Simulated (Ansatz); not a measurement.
# CH₄O₄W: basis-set convergence

One table from this session's results is given with a row withheld; the runs are named, their logs left out.

Method: one geometry, several basis sets; program: Ansatz 0.2.0, Gaussian basis.

Levels to be run: PBE0-D4/def2-SVP; ωB97M-V/def2-SVP; PBE0-D4/def2-QZVPP; ωB97M-V/def2-QZVPP; the functionals' def2-TZVPP values are taken from earlier runs.

1 further run of the same task is left out (for a known fault of the program).

## Structure used throughout

All runs share one geometry, relaxed beforehand with PBE0-D4 in a triple-zeta def2 set. W takes the def2 core potential; no spin-orbit term is included.

10 atoms, charge 0, spin multiplicity 1.

Atoms are counted from 1 here; the program's logs count them from 0.

Bond lengths: C1–O2 1.406 Å, C1–H7 1.093 Å, C1–H8 1.093 Å, C1–H9 1.091 Å, O2–W3 1.855 Å, W3–O4 1.707 Å, W3–O5 1.707 Å, W3–O6 1.882 Å, O6–H10 0.958 Å. Angles: O2–C1–H7 110.2°, O2–C1–H8 110.2°, O2–C1–H9 108.3°, H7–C1–H8 109.5°, H7–C1–H9 109.2°, H8–C1–H9 109.2°, C1–O2–W3 142.5°, O2–W3–O4 110.1°, O2–W3–O5 110.1°, O2–W3–O6 108.8°, O4–W3–O5 106.3°, O4–W3–O6 110.8°, O5–W3–O6 110.8°, W3–O6–H10 129.6°.

Set-up of the first run:

File in.yaml:

```yaml
crystal:
  periodic: [false, false, false]
  atoms:
    - {symbol: C, position_ang: [-0.218020, -1.566015, 1.149425]}
    - {symbol: O, position_ang: [0.322581, -0.437491, 0.507317]}
    - {symbol: W, position_ang: [-0.074907, 0.876427, -0.740186]}
    - {symbol: O, position_ang: [-0.476535, 0.160852, -2.236852]}
    - {symbol: O, position_ang: [-1.450366, 1.757493, -0.245057]}
    - {symbol: O, position_ang: [1.416127, 2.010830, -0.920553]}
    - {symbol: H, position_ang: [-1.109594, -1.287500, 1.716666]}
    - {symbol: H, position_ang: [-0.477445, -2.331571, 0.413995]}
    - {symbol: H, position_ang: [0.533751, -1.964115, 1.833272]}
    - {symbol: H, position_ang: [1.534387, 2.781111, -1.478019]}
basis:
  gaussian: {orbitals: def2-SVP}
hamiltonian: {xc: pbe0, dispersion: d4}
output: {orbitals: {seedname: orbitals}}
```

Command:

```console
> ansatz run in.yaml --threads 8 --pin off --events-out ev --progress --plain --max-ram 18278MiB
```

Steps of the session up to this table: PBE0-D4 in def2-SVP; ωB97M-V in def2-SVP; PBE0-D4 in def2-QZVPP; ωB97M-V in def2-QZVPP.

One table of the session follows, with a row left open; its other results are not shown here.

It belongs to the step «Functionals by basis». 

```
functional       basis  HOMO (eV)
   PBE0-D4    def2-SVP      -8.60
   PBE0-D4  def2-TZVPP          ?
   PBE0-D4  def2-QZVPP      -8.66
   ωB97M-V    def2-SVP     -10.96
   ωB97M-V  def2-TZVPP     -10.99
   ωB97M-V  def2-QZVPP     -11.03
```

**Question.** Estimate the row for PBE0-D4, def2-TZVPP.

The run gave: HOMO (eV): -8.63. In the column «HOMO (eV)» it lies between PBE0-D4, def2-QZVPP (-8.66) and PBE0-D4, def2-SVP (-8.60).
